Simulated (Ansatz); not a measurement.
# CH₄B₂O: one structure at several levels

One table from this session's results is given with a row withheld; the runs are named, their logs left out.

The runs use Ansatz 0.2.0, Gaussian basis; single points in def2-TZVPP.

Cores are frozen in the correlated methods.

**Where the work starts**

SMILES `BOB=C`, 8 atoms, charge 0, spin multiplicity 1.

Atoms are counted from 1 here; the program's logs count them from 0.

Bond lengths: B1–O2 1.250 Å, B1–H5 1.304 Å, B1–H6 1.204 Å, O2–B3 1.236 Å, B3–C4 1.428 Å, C4–H7 1.090 Å, C4–H8 1.046 Å. Angles: O2–B1–H5 119.7°, O2–B1–H6 122.0°, H5–B1–H6 118.2°, B1–O2–B3 172.5°, O2–B3–C4 175.6°, B3–C4–H7 121.7°, B3–C4–H8 125.6°, H7–C4–H8 112.6°.

Geometry (Å):

```xyz
8
CH4B2O
B    -1.4217   -1.3073    0.3329
O    -0.4978   -0.5249    0.0223
B     0.3827    0.3256   -0.1476
C     1.4057    1.2754   -0.4473
H    -2.6333   -0.8490    0.4798
H    -1.2186   -2.4678    0.5792
H     1.1844    2.3342   -0.5780
H     2.4292    1.0683   -0.5099
```

The first run:

run/in.yaml

```yaml
crystal:
  periodic: [false, false, false]
  atoms:
    - {symbol: B, position_ang: [-1.421700, -1.307300, 0.332900]}
    - {symbol: O, position_ang: [-0.497800, -0.524900, 0.022300]}
    - {symbol: B, position_ang: [0.382700, 0.325600, -0.147600]}
    - {symbol: C, position_ang: [1.405700, 1.275400, -0.447300]}
    - {symbol: H, position_ang: [-2.633300, -0.849000, 0.479800]}
    - {symbol: H, position_ang: [-1.218600, -2.467800, 0.579200]}
    - {symbol: H, position_ang: [1.184400, 2.334200, -0.578000]}
    - {symbol: H, position_ang: [2.429200, 1.068300, -0.509900]}
basis:
  gaussian: {orbitals: def2-TZVPP}
correlation: {method: ccsd_t}
output: {forces: true}
```

No record of the launch command was kept for these runs.

Among the steps run: CCSD(T)/def2-TZVPP; PBE0-D4/def2-TZVPP; wB97M-V/def2-TZVPP; r2SCAN-D4/def2-TZVPP; PBE-D4/def2-TZVPP; wB97X-V/def2-TZVPP; LC-wPBE/def2-TZVPP.

One of the session's tables, all rows but one given; the rest of the session is left out.

| method | RMS force component (eV/Å) | angle to CCSD(T) forces (°) | dipole (D) |
| --- | --- | --- | --- |
| CCSD(T) | 2.102 | reference | 1.11 |
| PBE0-D4 | 2.017 | 4.3 | 0.99 |
| wB97M-V | ? | ? | ? |
| r2SCAN-D4 | 2.037 | 3.7 | 0.83 |
| PBE-D4 | 2.037 | 4.2 | 0.60 |
| wB97X-V | 2.147 | 3.4 | 1.32 |
| LC-wPBE | 2.155 | 5.3 | 1.37 |

Q: Estimate the row for wB97M-V from the others.

As computed: RMS force component (eV/Å): 2.122; angle to CCSD(T) forces (°): 3.8; dipole (D): 1.24. In the column «RMS force component (eV/Å)» it lies between CCSD(T) (2.102) and wB97X-V (2.147).
